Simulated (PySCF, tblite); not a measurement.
**C₂H₁₁B₂N₃: geometry, infrared bands and NMR shifts**

Aim: predict the infrared bands and NMR shifts of C₂H₁₁B₂N₃ (`BN(C)B(N)NC`).

Computed with tblite 0.8.0 and PySCF 2.14.0, with density-fitted response routines of our own, on a single molecule in the gas phase. Atoms are numbered from 0 throughout.

## Step 1: The starting structure

18 atoms, charge 0, multiplicity 1; geometry from: force field or distance geometry start.

Bonds of the start (Å): B0–N1 1.50, N1–C2 1.41, N1–B3 1.49, B3–N4 1.51, B3–N5 1.52, N5–C6 1.44, B0–H7 1.20, B0–H8 1.19, C2–H9 1.13, C2–H10 1.10, C2–H11 1.10, N4–H12 1.04, N4–H13 1.02, N5–H14 1.06, C6–H15 1.10, C6–H16 1.10, C6–H17 1.12.

## Step 2: Relaxing the molecule with GFN2-xTB

Job settings and geometry (Å):

```
{"job": {"kind": "relax", "xc": "GFN2-xTB", "basis": "xTB"}, "charge": 0, "multiplicity": 1}
B     -1.194500     1.789100     0.122400
N     -1.178500     0.451400    -0.565000
C     -2.348200    -0.332300    -0.435200
B      0.125700    -0.271100    -0.461600
N      0.360900    -1.758400    -0.403600
N      1.354000     0.580900    -0.758400
C      2.572900    -0.013200    -0.265000
H     -1.092900     1.851500     1.313500
H     -0.641600     2.675600    -0.446800
H     -3.071400     0.037500    -1.221100
H     -2.859300    -0.227100     0.534000
H     -2.236400    -1.416800    -0.609700
H      0.789100    -2.124500    -1.275200
H     -0.450800    -2.346600    -0.217200
H      1.199000     1.490100    -0.229800
H      3.402700     0.253800    -0.929400
H      2.436200    -1.098000    -0.144100
H      2.824200     0.464300     0.715800
```

Started as:

```console
> OMP_NUM_THREADS=1 python probes_run.py task.json out
```

This one command runs all jobs of the session in turn.

**Question.** This job is followed by: GFN2-xTB harmonic vibrations, gas phase; GIAO PBE0/pcSseg-1 NMR shielding, non-relativistic, gas phase. Predict these results of the whole session: strongest single infrared mode (GFN2-xTB); zero-point energy (GFN2-xTB); 13C shifts against TMS (PBE0/pcSseg-1); 1H shifts against TMS (PBE0/pcSseg-1, means over atoms taken as alike); 11B shifts against BF3·OEt2 (PBE0/pcSseg-1); 15N shifts against NH3 (PBE0/pcSseg-1).

As calculated:

| quantity | value |
| --- | --- |
| strongest single infrared mode (GFN2-xTB) | 1465 cm⁻¹, 245 km/mol |
| zero-point energy (GFN2-xTB) | 93.2 kcal/mol |
| 13C shifts against TMS (PBE0/pcSseg-1) | 43.6, 31.1 ppm |
| 1H shifts against TMS (PBE0/pcSseg-1, means over atoms taken as alike) | 4.94, 3.22, 2.83, 2.20, 2.10 ppm |
| 11B shifts against BF3·OEt2 (PBE0/pcSseg-1) | 39.4, 21.9 ppm |
| 15N shifts against NH3 (PBE0/pcSseg-1) | 156.6, 63.3, 50.6 ppm |

What this shows: The optimisation took 114 steps and gained 2.261 eV; among the close pairs (by a distance rule), B3–N5 changed most, from 1.524 to 1.406 Å. All 48 modes are real, so the xTB geometry is a minimum. The strongest single mode, at 1465 cm⁻¹, is carried by N5, B3, H15, H17. Unscaled tight-binding wavenumbers are off by several per cent, some by more. Its intensities can rank the bands wrongly. At PBE0/pcSseg-1: Shielding is most anisotropic at N1 (span 282 ppm, paramagnetic term -214 ppm).
